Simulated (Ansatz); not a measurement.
# Sc2Cd: the cost of one run

Method: DFT PBE, scalar-relativistic, plane waves, PAW, in Ansatz 0.2.0.

### Step 1. The structure to begin with

It takes space group Fd-3m (No. 227, cubic). The conventional cell has a = 7.959 Å, b = 7.959 Å, c = 7.959 Å, α = 90.00°, β = 90.00°, γ = 90.00°. Sc (site symmetry -3m) is surrounded by 6 Sc at 2.81 Å. Cd (site symmetry -43m) is surrounded by 12 Sc at 3.30 Å and 4 Cd at 3.45 Å.

Structure file:

```
CELL_PARAMETERS angstrom
0.00000 3.97946 3.97946
3.97946 0.00000 3.97946
3.97946 3.97946 0.00000
ATOMIC_POSITIONS crystal
Sc 0.62500 0.62500 0.62500
Sc 0.12500 0.62500 0.62500
Sc 0.62500 0.62500 0.12500
Sc 0.62500 0.12500 0.62500
Cd 0.00000 0.00000 0.00000
Cd 0.25000 0.25000 0.25000
```

This is candidate A: cubic Laves (C15) type (Fd-3m, No. 227).

(A quick probe on a coarse mesh, which set the mesh and smearing, is not shown.)

### Step 3. Rough relaxation on the coarse mesh (candidate A)

input.yaml reads:

```yaml
crystal:
  lattice:
    - [0.0, 3.9794563447, 3.9794563447]
    - [3.9794563447, 0.0, 3.9794563447]
    - [3.9794563447, 3.9794563447, 0.0]
  atoms:
    - { symbol: Sc, position: [0.625, 0.625, 0.625] }
    - { symbol: Sc, position: [0.125, 0.625, 0.625] }
    - { symbol: Sc, position: [0.625, 0.625, 0.125] }
    - { symbol: Sc, position: [0.625, 0.125, 0.625] }
    - { symbol: Cd, position: [0.0, 0.0, 0.0] }
    - { symbol: Cd, position: [0.25, 0.25, 0.25] }
basis:
  ecutwfc: 420
kpoints:
  mp_grid: { grid: [4, 4, 4] }
hamiltonian:
  xc: pbe
scf:
  occupations: { method: gaussian, width: 0.1 }
  lower_state_search: "off"
output:
  forces: true
  stress: true
  eigenvalues: true
relax:
  adjacent_minimum: "off"
  f_tol: 0.04
  max_steps: 70
  cell: { stress_tol: 0.4 }
```

Command:

```bash
$ ansatz run input.yaml --threads 1 --pin off --max-ram 2560MiB --backend cpu --events-out ev --progress --plain --runs-dir out
```

Q: Estimate wall time and peak memory on 1 thread of Arm Neoverse V1, shared host.

About 15 s, with a peak of 0.41 GiB.
